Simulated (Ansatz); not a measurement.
**Tetraphenylsilane (C₂₄H₂₀Si): single points with varied inputs**

How do the results and run time of tetraphenylsilane (C₂₄H₂₀Si) respond when the settings are drawn wide?

The runs use Ansatz 0.2.0, Gaussian basis; the settings change from run to run.

## (1) The geometry

The structure was relaxed beforehand with PBE-D4/def2-SVP.

SMILES `c1ccc([Si](c2ccccc2)(c2ccccc2)c2ccccc2)cc1`, 45 atoms, charge 0, spin multiplicity 1.

Atoms are counted from 1 here; the program's logs count them from 0.

Bond lengths: C1–C2 1.404 Å, C1–C25 1.404 Å, C1–H26 1.101 Å, C2–C3 1.404 Å, C2–H27 1.101 Å, C3–C4 1.412 Å, C3–H28 1.102 Å, C4–Si5 1.892 Å, C4–C24 1.415 Å, Si5–C6 1.892 Å, Si5–C12 1.892 Å, Si5–C18 1.893 Å, C6–C7 1.412 Å, C6–C11 1.415 Å, C7–C8 1.404 Å, C7–H29 1.102 Å, C8–C9 1.404 Å, C8–H30 1.101 Å and more. Angles: C2–C1–C25 119.8°, C2–C1–H26 120.1°, C25–C1–H26 120.1°, C1–C2–C3 120.1°, C1–C2–H27 120.0°, C3–C2–H27 119.9°, C2–C3–C4 121.0°, C2–C3–H28 119.4°, C4–C3–H28 119.7°, C3–C4–Si5 122.1°, C3–C4–C24 118.1°, Si5–C4–C24 119.8°, C4–Si5–C6 110.1°, C4–Si5–C12 108.2°, C4–Si5–C18 110.1°, C6–Si5–C12 110.1°, C6–Si5–C18 108.3°, C12–Si5–C18 110.1° and more.

## (2) r2SCANh/pcseg-2

This run has charge +1, multiplicity 2, density fitting with def2-universal-jkfit, the search for lower states set to off.

in.yaml reads:

```yaml
crystal:
  periodic: [false, false, false]
  atoms:
    - {symbol: C, position_ang: [4.435544, -1.521810, 0.581527]}
    - {symbol: C, position_ang: [3.403591, -2.450584, 0.374368]}
    - {symbol: C, position_ang: [2.084200, -2.007289, 0.190495]}
    - {symbol: C, position_ang: [1.770905, -0.630433, 0.208324]}
    - {symbol: Si, position_ang: [-0.001161, -0.000214, -0.000481]}
    - {symbol: C, position_ang: [-0.731394, 0.455273, 1.684841]}
    - {symbol: C, position_ang: [0.081445, 0.687102, 2.816126]}
    - {symbol: C, position_ang: [-0.483007, 1.049109, 4.049609]}
    - {symbol: C, position_ang: [-1.874469, 1.187388, 4.173133]}
    - {symbol: C, position_ang: [-2.699696, 0.959246, 3.059944]}
    - {symbol: C, position_ang: [-2.131721, 0.593381, 1.829877]}
    - {symbol: C, position_ang: [0.040399, 1.522401, -1.123391]}
    - {symbol: C, position_ang: [0.862501, 1.523572, -2.274516]}
    - {symbol: C, position_ang: [0.893558, 2.626974, -3.141107]}
    - {symbol: C, position_ang: [0.105017, 3.756242, -2.866945]}
    - {symbol: C, position_ang: [-0.713019, 3.775218, -1.726325]}
    - {symbol: C, position_ang: [-0.744251, 2.667531, -0.864164]}
    - {symbol: C, position_ang: [-1.083332, -1.347939, -0.771408]}
    - {symbol: C, position_ang: [-1.420534, -1.345425, -2.142766]}
    - {symbol: C, position_ang: [-2.203531, -2.370831, -2.696421]}
    - {symbol: C, position_ang: [-2.663151, -3.420803, -1.886017]}
    - {symbol: C, position_ang: [-2.339781, -3.440173, -0.519549]}
    - {symbol: C, position_ang: [-1.560467, -2.410963, 0.030797]}
    - {symbol: C, position_ang: [2.824695, 0.291002, 0.411868]}
    - {symbol: C, position_ang: [4.144193, -0.148125, 0.600685]}
    - {symbol: H, position_ang: [5.471037, -1.868430, 0.722784]}
    - {symbol: H, position_ang: [3.628287, -3.528252, 0.350805]}
    - {symbol: H, position_ang: [1.284428, -2.746601, 0.021887]}
    - {symbol: H, position_ang: [1.174719, 0.574759, 2.734227]}
    - {symbol: H, position_ang: [0.167557, 1.219532, 4.921484]}
    - {symbol: H, position_ang: [-2.318285, 1.467986, 5.140954]}
    - {symbol: H, position_ang: [-3.792265, 1.060905, 3.152481]}
    - {symbol: H, position_ang: [-2.792397, 0.403061, 0.968180]}
    - {symbol: H, position_ang: [1.497421, 0.649652, -2.494309]}
    - {symbol: H, position_ang: [1.540990, 2.608562, -4.031660]}
    - {symbol: H, position_ang: [0.133015, 4.625916, -3.541660]}
    - {symbol: H, position_ang: [-1.327600, 4.661225, -1.503337]}
    - {symbol: H, position_ang: [-1.385311, 2.697980, 0.031780]}
    - {symbol: H, position_ang: [-1.071820, -0.523263, -2.788514]}
    - {symbol: H, position_ang: [-2.460763, -2.347186, -3.766784]}
    - {symbol: H, position_ang: [-3.280114, -4.223644, -2.318637]}
    - {symbol: H, position_ang: [-2.702288, -4.258421, 0.122041]}
    - {symbol: H, position_ang: [-1.326483, -2.431594, 1.107854]}
    - {symbol: H, position_ang: [2.612768, 1.372793, 0.414350]}
    - {symbol: H, position_ang: [4.950569, 0.585192, 0.757574]}
basis:
  gaussian: {orbitals: pcseg-2, fitting: {mean_field: def2-universal-jkfit}}
total_charge: 1
magnetization: {spin_polarized: true, initial_magnetization: 1}
hamiltonian: {xc: {name: r2SCANh}}
scf: {lower_state_search: off}
```

Run with:

```console
$ ansatz run in.yaml --threads 2 --pin off --events-out ev --progress --plain --max-ram 32768MiB --backend cuda --devices 0, --max-vram 18GiB
```

The program printed:

```text
Functional definition: r2SCANh
  name "r2SCANh"
  cite "Bursch, Neugebauer, Ehlert & Grimme, J. Chem. Phys. 156, 134105 (2022) doi:10.1063/5.0086040"
  cite "Furness, Kaplan, Ning, Perdew & Sun, J. Phys. Chem. Lett. 11, 8208 (2020) doi:10.1021/acs.jpclett.0c02405"
  cite "Furness, Kaplan, Ning, Perdew & Sun, J. Phys. Chem. Lett. 11, 9248 (2020) doi:10.1021/acs.jpclett.0c03077"
  parent r2scan
  parameter a = 0.1
  parameter k0 = 0.174
  parameter k1 = 0.065
  parameter a1 = 4.9479
  exchange = (1 - a)*r2scan_x(k0 = k0, k1 = k1, a1 = a1) + a*exact_x
  correlation = r2scan_c
these checks for a lower state are left out or cut short: stability, starts, cluster_reference, orbital_swaps, neighbouring_geometries, increment
2288 factors; integrals over basis functions are off by at most 1.0e0 eV
mean field evaluation 1: about -33033.8584 eV, gradient 9.2e1 eV
mean field evaluation 2: about -33007.9236 eV, gradient 1.1e2 eV
mean field evaluation 4: about -33073.0138 eV, gradient 2.3e1 eV
mean field evaluation 8: about -33075.7107 eV, gradient 8.3e0 eV
mean field evaluation 16: about -33076.3571 eV, gradient 2.2e-1 eV
mean field evaluation 32: about -33076.3663 eV, gradient 2.3e-6 eV
mean field -33076.36633199 eV, -1215.5340427345 hartree, gradient 2.3e-6 eV, S^2 0.758250; 0 other end points of the search recorded, 0 dependent functions left out
reference -33076.36636952 eV, -1215.5340441134 hartree; 89, 88 occupied and 945, 946 virtual orbitals, 2288 factors
Total energy: -33076.36636952 eV, -1215.5340441134 hartree
Checks for a lower state left out: stability, starts, cluster_reference, orbital_swaps, neighbouring_geometries, increment
```

Wall time 34 s (1 × H100 (card shared with other runs) with 2 threads of AMD EPYC 7R13, shared host); peak host memory 1.7 GiB.

⟨S²⟩ 0.758.

## (3) wB97M-V/6-31G

This run has unrestricted orbitals, the search for lower states set to off.

Edit in.yaml of step 2 so:

```diff
@@ -49,6 +49,6 @@
 basis:
-  gaussian: {orbitals: pcseg-2, fitting: {mean_field: def2-universal-jkfit}}
-total_charge: 1
-magnetization: {spin_polarized: true, initial_magnetization: 1}
-hamiltonian: {xc: {name: r2SCANh}}
+  gaussian: {orbitals: 6-31G}
+magnetization: {spin_polarized: true, initial_magnetization: 0}
+hamiltonian: {xc: {name: wB97M-V}}
 scf: {lower_state_search: off}
+output: {forces: true}
```

The command is unchanged.

The program printed, cut to the lines that bear on the results:

```text
Functional definition: wB97M-V
  name "wB97M-V"
  cite "Mardirossian & Head-Gordon, J. Chem. Phys. 144, 214110 (2016) doi:10.1063/1.4952647"
  cite "Becke, J. Chem. Phys. 107, 8554 (1997) doi:10.1063/1.475007"
  cite "Vydrov & Van Voorhis, J. Chem. Phys. 133, 244103 (2010) doi:10.1063/1.3521275"
  # Of w^i u^j: cxij and so on, Table III.
[...]
  gx(w, u) = 1 - cx + cx01*u + cx10*w
  gss(w, u) = css00 + css04*u^4 + css10*w + css20*w^2 + css43*w^4*u^3
  gos(w, u) = cos00 + cos10*w + (cos20 + cos21*u)*w^2 + (cos60 + cos61*u)*w^6
[...]
      + integral(e_c_pw_mod_opposite_spin*gos(b97_w_opposite, b97_u_opposite)) + vv10(b, c)
[...]
3828 factors; integrals over basis functions are off by at most 2.4e-4 eV
1183 factors; integrals over basis functions are off by at most 3.7e-6 eV
[...]
Atom 37 at    -1.385311     2.697980     0.031780 Å, force     0.302670    -0.019381    -0.404710 eV/Å
Atom 38 at    -1.071820    -0.523263    -2.788514 Å, force    -0.162398    -0.368877     0.304357 eV/Å
Atom 39 at    -2.460763    -2.347186    -3.766784 Å, force     0.128173    -0.015478     0.519807 eV/Å
Atom 40 at    -3.280114    -4.223644    -2.318637 Å, force     0.305717     0.390744     0.209007 eV/Å
Atom 41 at    -2.702288    -4.258421     0.122041 Å, force     0.177499     0.397921    -0.313567 eV/Å
Atom 42 at    -1.326483    -2.431594     1.107854 Å, force    -0.110290     0.033067    -0.466414 eV/Å
Atom 43 at     2.612768     1.372793     0.414350 Å, force     0.081093    -0.472410    -0.021607 eV/Å
Atom 44 at     4.950569     0.585192     0.757574 Å, force    -0.392839    -0.358411    -0.076666 eV/Å
Dipole moment:     0.000176     0.000151     0.000143 e Å
Checks for a lower state left out: stability, starts, cluster_reference, orbital_swaps, neighbouring_geometries, increment
```

Wall time 25 s (1 × H100 (card shared with other runs) with 2 threads of AMD EPYC 7R13, shared host); peak host memory 1.8 GiB.

Largest force 0.539 eV/Å, dipole 0.00 D, ⟨S²⟩ 0.000.

## (4) wPBEh/def2-SVPD

Options: density fitting with def2-universal-jkfit.

Edit in.yaml of step 3 so:

```diff
@@ -49,6 +49,4 @@
 basis:
-  gaussian: {orbitals: 6-31G}
-magnetization: {spin_polarized: true, initial_magnetization: 0}
-hamiltonian: {xc: {name: wB97M-V}}
-scf: {lower_state_search: off}
+  gaussian: {orbitals: def2-SVPD, fitting: {mean_field: def2-universal-jkfit}}
+hamiltonian: {xc: {name: wPBEh}}
 output: {forces: true}
```

The command is unchanged.

The program printed, cut to the lines that bear on the results:

```text
Functional definition: wPBEh
  name "wPBEh"
  cite "Heyd, Scuseria & Ernzerhof, J. Chem. Phys. 118, 8207 (2003) doi:10.1063/1.1564060"
  cite "Krukau, Vydrov, Izmaylov & Scuseria, J. Chem. Phys. 125, 224106 (2006) doi:10.1063/1.2404663"
  cite "Heyd & Scuseria, J. Chem. Phys. 120, 7274 (2004) doi:10.1063/1.1668634"
  cite "Ernzerhof & Perdew, J. Chem. Phys. 109, 3313 (1998) doi:10.1063/1.476928"
  cite "Perdew, Burke & Ernzerhof, Phys. Rev. Lett. 77, 3865 (1996) doi:10.1103/PhysRevLett.77.3865"
  parent pbe
[...]
2288 factors; integrals over basis functions are off by at most 2.2e-1 eV
2288 factors; integrals over basis functions are off by at most 1.8e-7 eV
[...]
mean field -33042.29353880 eV, -1214.2818906798 hartree, gradient 1.3e-5 eV, S^2 0.000000; 0 other end points of the search recorded, 0 dependent functions left out
[...]
Atom 35 at     0.133015     4.625916    -3.541660 Å, force    -0.011234    -0.260649     0.202085 eV/Å
Atom 36 at    -1.327600     4.661225    -1.503337 Å, force     0.182116    -0.267935    -0.069757 eV/Å
Atom 37 at    -1.385311     2.697980     0.031780 Å, force     0.210078    -0.008165    -0.273683 eV/Å
Atom 38 at    -1.071820    -0.523263    -2.788514 Å, force    -0.116963    -0.249549     0.206341 eV/Å
Atom 39 at    -2.460763    -2.347186    -3.766784 Å, force     0.080323    -0.010433     0.320791 eV/Å
Atom 40 at    -3.280114    -4.223644    -2.318637 Å, force     0.186491     0.240300     0.128010 eV/Å
Atom 41 at    -2.702288    -4.258421     0.122041 Å, force     0.112033     0.245619    -0.194112 eV/Å
Atom 42 at    -1.326483    -2.431594     1.107854 Å, force    -0.077100     0.019006    -0.321777 eV/Å
Atom 43 at     2.612768     1.372793     0.414350 Å, force     0.059779    -0.325281    -0.012698 eV/Å
Atom 44 at     4.950569     0.585192     0.757574 Å, force    -0.244101    -0.221713    -0.045917 eV/Å
Dipole moment:     0.000152     0.000094     0.000147 e Å
```

Run time: 28 s. Hardware: 1 × H100 (card shared with other runs) with 2 threads of AMD EPYC 7R13, shared host; peak host memory 1.4 GiB.

Largest force 0.346 eV/Å, dipole 0.00 D.

## (5) PBE0/cc-pVTZ

Set apart from the defaults: atoms shaken by 0.08 Å, density fitting with def2-universal-jkfit, D3(BJ) dispersion.

in.yaml reads:

```yaml
crystal:
  periodic: [false, false, false]
  atoms:
    - {symbol: C, position_ang: [4.335534, -1.464295, 0.621988]}
    - {symbol: C, position_ang: [3.382366, -2.318912, 0.432321]}
    - {symbol: C, position_ang: [1.996154, -2.037122, 0.203778]}
    - {symbol: C, position_ang: [1.796143, -0.634123, 0.363625]}
    - {symbol: Si, position_ang: [-0.067038, 0.000023, -0.065160]}
    - {symbol: C, position_ang: [-0.526054, 0.520853, 1.556967]}
    - {symbol: C, position_ang: [0.074129, 0.681474, 2.838331]}
    - {symbol: C, position_ang: [-0.458392, 1.018999, 4.151862]}
    - {symbol: C, position_ang: [-1.916764, 1.265163, 4.245727]}
    - {symbol: C, position_ang: [-2.612828, 0.972640, 3.083681]}
    - {symbol: C, position_ang: [-2.221674, 0.691963, 1.913852]}
    - {symbol: C, position_ang: [-0.056866, 1.596301, -1.172589]}
    - {symbol: C, position_ang: [0.933474, 1.530665, -2.422889]}
    - {symbol: C, position_ang: [1.036824, 2.604256, -3.111122]}
    - {symbol: C, position_ang: [0.183570, 3.888280, -2.765611]}
    - {symbol: C, position_ang: [-0.855659, 3.796492, -1.746099]}
    - {symbol: C, position_ang: [-0.748674, 2.567343, -0.910627]}
    - {symbol: C, position_ang: [-1.089272, -1.310224, -0.766395]}
    - {symbol: C, position_ang: [-1.500396, -1.439107, -2.158549]}
    - {symbol: C, position_ang: [-2.160790, -2.538870, -2.595858]}
    - {symbol: C, position_ang: [-2.600831, -3.479435, -1.873400]}
    - {symbol: C, position_ang: [-2.403674, -3.310720, -0.599145]}
    - {symbol: C, position_ang: [-1.566977, -2.332143, 0.008443]}
    - {symbol: C, position_ang: [2.866148, 0.194403, 0.434875]}
    - {symbol: C, position_ang: [4.199039, -0.133650, 0.628148]}
    - {symbol: H, position_ang: [5.386875, -1.830099, 0.781049]}
    - {symbol: H, position_ang: [3.580278, -3.581925, 0.405757]}
    - {symbol: H, position_ang: [1.164417, -2.648895, 0.054788]}
    - {symbol: H, position_ang: [1.046556, 0.627057, 2.854062]}
    - {symbol: H, position_ang: [0.195769, 1.212256, 4.830869]}
    - {symbol: H, position_ang: [-2.250441, 1.385950, 5.039170]}
    - {symbol: H, position_ang: [-3.658125, 0.881616, 3.185493]}
    - {symbol: H, position_ang: [-2.729266, 0.499040, 0.960514]}
    - {symbol: H, position_ang: [1.594289, 0.770529, -2.440965]}
    - {symbol: H, position_ang: [1.421131, 2.733833, -4.156968]}
    - {symbol: H, position_ang: [0.158441, 4.595885, -3.379886]}
    - {symbol: H, position_ang: [-1.419392, 4.670429, -1.474919]}
    - {symbol: H, position_ang: [-1.474846, 2.755809, 0.020236]}
    - {symbol: H, position_ang: [-1.042550, -0.430327, -2.748961]}
    - {symbol: H, position_ang: [-2.355145, -2.254240, -3.759264]}
    - {symbol: H, position_ang: [-3.172720, -4.195868, -2.276097]}
    - {symbol: H, position_ang: [-2.731985, -4.386871, 0.194349]}
    - {symbol: H, position_ang: [-1.466450, -2.626916, 1.004451]}
    - {symbol: H, position_ang: [2.672305, 1.442978, 0.317625]}
    - {symbol: H, position_ang: [4.699532, 0.526677, 0.794072]}
basis:
  gaussian: {orbitals: cc-pVTZ, fitting: {mean_field: def2-universal-jkfit}}
hamiltonian: {xc: {name: PBE0}, dispersion: d3bj}
scf: {omitted_lower_state_checks: [starts]}
```

The command is unchanged.

The program printed, cut to the lines that bear on the results:

```text
Functional definition: PBE0
  name "PBE0"
  cite "Adamo & Barone, J. Chem. Phys. 110, 6158 (1999) doi:10.1063/1.478522"
  cite "Perdew, Burke & Ernzerhof, Phys. Rev. Lett. 77, 3865 (1996) doi:10.1103/PhysRevLett.77.3865"
  parent pbe
[...]
2288 factors; integrals over basis functions are off by at most 1.0e0 eV
[...]
mean field -33051.86211068 eV, -1214.6335292107 hartree, gradient 2.2e-5 eV, S^2 0.000000; 0 other end points of the search recorded, 0 dependent functions left out
reference -33051.86217611 eV, -1214.6335316153 hartree; 89, 89 occupied and 945, 945 virtual orbitals, 2288 factors
Total energy: -33053.53958231 eV, -1214.6951751562 hartree
Checks for a lower state left out: starts
```

It took 21 s on 1 × H100 (card shared with other runs) with 2 threads of AMD EPYC 7R13, shared host; peak host memory 1.3 GiB.

## (6) The runs in one table

```csv
level,charge,multiplicity,geometry,functions,energy (eV),time
r2SCANh/pcseg-2,1,2,relaxed,1034,-33076.366,34 s
wB97M-V/6-31G,0,1,relaxed,269,-33075.454,25 s
wPBEh/def2-SVPD,0,1,relaxed,664,-33042.294,28 s
PBE0/cc-pVTZ,0,1,shaken,1034,-33053.540,21 s
```

## (7) Summary of results

| quantity | value |
| --- | --- |
| runs | 4 |
| quickest | PBE0/cc-pVTZ, 21 s |
| slowest | r2SCANh/pcseg-2, 34 s |
| spread of total energies, same state and geometry | 33.2 eV |
| dipole, same state and geometry | 0.00 to 0.00 D |

What this shows: The times lie within a factor of two. Total energies at one charge and spin differ by 33 eV between levels, so only differences within one level mean anything. At the PBE-D4/def2-SVP geometry and in the same state, runs without warnings or point charges leave forces up to 0.54 eV/Å (wB97M-V/6-31G).
